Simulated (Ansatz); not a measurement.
This script drives Ansatz 0.2.0, Python API.

`c2h4bn.py`
```python
'''Minimum-energy structure of C2H4BN.'''

import ansatz
import numpy as np
import pandas as pd

geometry = (
    ansatz.Crystal.molecule()
    .atom('C', (0.2467, 1.1326, -0.2052))
    .atom('B', (-0.2912, -0.2811, 0.176))
    .atom('C', (-0.1506, -1.7182, 0.2146))
    .atom('N', (-1.2174, -1.1804, 0.6656))
    .atom('H', (1.3045, 1.2282, -0.146))
    .atom('H', (-0.2673, 1.9349, 0.4629))
    .atom('H', (-0.0744, 1.3985, -1.2586))
    .atom('H', (0.5418, -2.5716, 0.0348))
)

model = geometry.calculation().basis(gaussian='def2-SVP').functional('PBE0')
symbols = [site.symbol for site in geometry.cartesian_sites]
start = np.array([site.position_ang for site in geometry.cartesian_sites], dtype=float)
def progress(event):
    if event['event'] == 'relax_step':
        row = event['data']
        print(f'step {row["step"]:3d}  E = {row["lagrangian_ev"]:.6f} eV  max force {row["allowed_force_max_ev_ang"]:.4f} eV/A')


r = model.relax(force_tolerance=0.005).session().plan().execute(on_event=progress).report
end = np.array(r['positions_ang'])

for key in ('converged', 'free_energy_ev', 'reference_energy_ev', 'n_frozen', 'n_occupied', 'n_virtual'):
    print(f'{key:22s} {r[key]}')

print('bond        before    after (A)')
for i, j in [(0, 1), (0, 4), (0, 5), (0, 6), (1, 2), (1, 3), (2, 3), (2, 7)]:
    d0, d1 = (np.linalg.norm(xyz[i] - xyz[j]) for xyz in (start, end))
    print(f'{symbols[i]}{i}-{symbols[j]}{j}'.ljust(10), f'{d0:8.4f} {d1:8.4f}')

charges = r['charge_distribution']
table = pd.DataFrame({'atom': symbols, 'mulliken': charges['mulliken_charges_e'], 'lowdin': charges['lowdin_charges_e']})
print(table.round(3).to_string())
print('dipole (e A):', np.round(charges['dipole_moment_e_ang'], 4) + 0.0)
```

It is started by `python c2h4bn.py`. How long does it take on 1 thread of Arm Neoverse V2 (shared host), and how much memory does it need?

It took about 33 s, with a peak of 0.25 GiB, for 1 run of the engine.

```console
$ python c2h4bn.py
step   1  E = -4295.310080 eV  max force 3.4962 eV/A
step   2  E = -4295.730303 eV  max force 1.6397 eV/A
step   3  E = -4295.939185 eV  max force 0.5730 eV/A
step   4  E = -4295.957931 eV  max force 0.2003 eV/A
step   5  E = -4295.959797 eV  max force 0.0268 eV/A
step   6  E = -4295.959834 eV  max force 0.0138 eV/A
step   7  E = -4295.959849 eV  max force 0.0073 eV/A
step   8  E = -4295.959872 eV  max force 0.0182 eV/A
step   9  E = -4295.959892 eV  max force 0.0163 eV/A
step  10  E = -4295.959915 eV  max force 0.0354 eV/A
step  11  E = -4295.959925 eV  max force 0.0270 eV/A
step  12  E = -4295.959949 eV  max force 0.0071 eV/A
step  13  E = -4295.959952 eV  max force 0.0064 eV/A
step  14  E = -4295.959935 eV  max force 0.0347 eV/A
step  15  E = -4295.959958 eV  max force 0.0040 eV/A
converged              True
free_energy_ev         -4295.959980903711
reference_energy_ev    -4295.959980903711
n_frozen               0
n_occupied             [14, 14]
n_virtual              [62, 62]
bond        before    after (A)
C0-B1        1.5599   1.5479
C0-H4        1.0638   1.0992
C0-H5        1.1637   1.1006
C0-H6        1.1329   1.1040
B1-C2        1.4445   1.4536
B1-N3        1.3807   1.4397
C2-N3        1.2770   1.3037
C2-H7        1.1136   1.0982
  atom  mulliken  lowdin
0    C    -0.168   0.034
1    B    -0.190  -0.498
2    C     0.184   0.078
3    N    -0.117   0.238
4    H     0.072   0.035
5    H     0.077   0.041
6    H     0.078   0.054
7    H     0.064   0.018
dipole (e A): [ 0.3239  0.0493 -0.1366]
```

What to keep in mind:
- The settings weren't tested for convergence.
- The end point is the stationary point reached from this start; no frequency run checks that it is a minimum, and the basis set is modest.
- The Löwdin charges here are taken after orthogonalising the functions within each atom; they differ from plain Löwdin charges, and their signs can be unphysical.

(Lines on the test bed's own set-up are left out of the output.)
